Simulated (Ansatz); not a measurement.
Born–Oppenheimer molecular dynamics of a periodic cell of 36 atoms, Be (start crystal Be, start structure hcp, volume 1.1 times the crystal's). It starts from a structure without forces on its atoms.

Computed with Ansatz 0.2.0, DFT PBE, scalar-relativistic, plane waves, PAW. Settings: accuracy low, cutoff 420 eV, k mesh 2x2x2, fermi-dirac smearing 0.17 eV, no spin polarisation.

```json
{
 "ensemble": "NVT, Langevin thermostat",
 "time step": "1 fs",
 "steps asked": "90",
 "set temperature": "2000 K",
 "friction": "0.02 /fs",
 "seed": "483797"
}
```

First frame:

```xyz
36
Lattice="7.0918 0.0000 0.0000 -3.5459 6.1416 0.0000 0.0000 0.0000 7.4085" Properties=species:S:1:pos:R:3
Be 0.000 0.000 0.000
Be 0.000 1.365 1.852
Be 0.000 0.000 3.704
Be 0.000 1.365 5.556
Be -1.182 2.047 0.000
Be -1.182 3.412 1.852
Be -1.182 2.047 3.704
Be -1.182 3.412 5.556
Be -2.364 4.094 0.000
Be -2.364 5.459 1.852
Be -2.364 4.094 3.704
Be -2.364 5.459 5.556
Be 2.364 0.000 0.000
Be 2.364 1.365 1.852
Be 2.364 0.000 3.704
Be 2.364 1.365 5.556
Be 1.182 2.047 0.000
Be 1.182 3.412 1.852
Be 1.182 2.047 3.704
Be 1.182 3.412 5.556
Be 0.000 4.094 0.000
Be 0.000 5.459 1.852
Be 0.000 4.094 3.704
Be 0.000 5.459 5.556
Be 4.728 0.000 0.000
Be 4.728 1.365 1.852
Be 4.728 0.000 3.704
Be 4.728 1.365 5.556
Be 3.546 2.047 0.000
Be 3.546 3.412 1.852
Be 3.546 2.047 3.704
Be 3.546 3.412 5.556
Be 2.364 4.094 0.000
Be 2.364 5.459 1.852
Be 2.364 4.094 3.704
Be 2.364 5.459 5.556
```

Question: What does the run give?

Answer: The run went to its last step.

```
steps done                                               : 90
time covered                                             : 90 fs
mean temperature over the second half                    : 1542 K
spread of the potential energy over the second half      : 10.0 meV per atom
mean potential energy of the second half above the start : 178.4 meV per atom
```

The mean temperature of the second half is 23 % below the set value. A run of 0.09 ps of so small a system gives no equilibrium averages. Limits of this set-up: coarse k mesh, low accuracy level.

Question: What happens to the structure?

Answer: Mean squared displacements from the first frame to the last, about the centre of mass: Be 0.07 Å². The details hang on the random start.

Question: How do temperature and energy run in time?

Answer: 
```csv
time (fs),T (K),potential energy less start (eV)
0.0,1944,0.000
4.0,1740,0.893
8.0,1416,3.231
12.0,935,5.759
16.0,836,7.302
20.0,1148,7.420
24.0,1159,7.221
28.0,1302,7.145
32.0,1469,7.333
36.0,1465,7.428
40.0,1608,7.092
44.0,1616,6.473
48.0,1666,5.958
52.0,1580,6.201
56.0,1618,6.634
60.0,1518,7.072
64.0,1375,7.006
68.0,1653,6.302
72.0,1731,5.910
76.0,1340,6.201
80.0,1314,6.600
84.0,1604,6.583
88.0,1658,6.222
```

Time of the run: 9.2 min on 1 thread of Arm Neoverse V2, with other jobs on the host, peak memory 0.65 GiB.
